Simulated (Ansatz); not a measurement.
# Cu: the cost of one run

Program: Ansatz 0.2.0 through its Python package. The levels of theory stand in the script. These are calculated values, not measurements.

This is Cu in the hcp structure; at room conditions it is fcc.

## 1. Starting point

Symmetry: P6_3/mmc, No. 194, hexagonal system. The conventional cell has a = 2.534 Å, b = 2.534 Å, c = 4.113 Å, α = 90.00°, β = 90.00°, γ = 120.00°. Cu (site symmetry -6m2) is surrounded by 12 Cu at 2.52 to 2.53 Å.

No structure file is read: the coordinates are typed or built in the script.

## 2. The code

cu_xc.py reads:

```python
# -*- coding: utf-8 -*-
"""One structure of Cu under several functionals."""

import ansatz as az
import numpy as np
import pandas as pd

vectors = np.array([
    [2.53409667, 0.0, 0.0],
    [-1.26704833, 2.19459209, 0.0],
    [0.0, 0.0, 4.112571],
])
crystal = (
    az.Lattice.of(vectors)
    .atom("Cu", (1 / 3, 2 / 3, 0.25))
    .atom("Cu", (2 / 3, 1 / 3, 0.75))
)

model = (
    crystal.calculation()
    .basis(510)
    .kpoints(spacing=0.24)
    .occupations("fermi_dirac")
    .stress()
)

rows = []
for value in ["pbesol", "lda", "blyp"]:
    data = model.functional(value).run().report
    rows.append((value, data["free_energy_ev"] / len(data["lattice"]["sites"]), data["n_iterations"], sum(data["stress_gpa"][i][i] for i in range(3)) / 3, data["n_kpoints"]))

table = pd.DataFrame(rows, columns=["functional", "F/atom (eV)", "iterations", "P (GPa)", "k-points"])
print(table.round(5).to_string(index=False))
```

## 3. What the engine is handed

The engine receives this input (first run):

```yaml
crystal:
  lattice:
    - [2.53409667, 0.0, 0.0]
    - [-1.26704833, 2.19459209, 0.0]
    - [0.0, 0.0, 4.112571]
  atoms:
    - { symbol: Cu, position: [0.3333333333333333, 0.6666666666666666, 0.25] }
    - { symbol: Cu, position: [0.6666666666666666, 0.3333333333333333, 0.75] }
basis:
  ecutwfc: 510.0
kpoints:
  mp_grid:
    kspacing: 0.24
hamiltonian:
  xc: pbesol
scf:
  occupations:
    method: fermi_dirac
output:
  stress: true
```

## 4. Running it

Started as:

```
$ python cu_xc.py
```

**Question.** How long does this script take on 1 thread of Arm Neoverse V1, shared host, and how much memory does it need?

About 8.9 s, with a peak of 0.43 GiB.
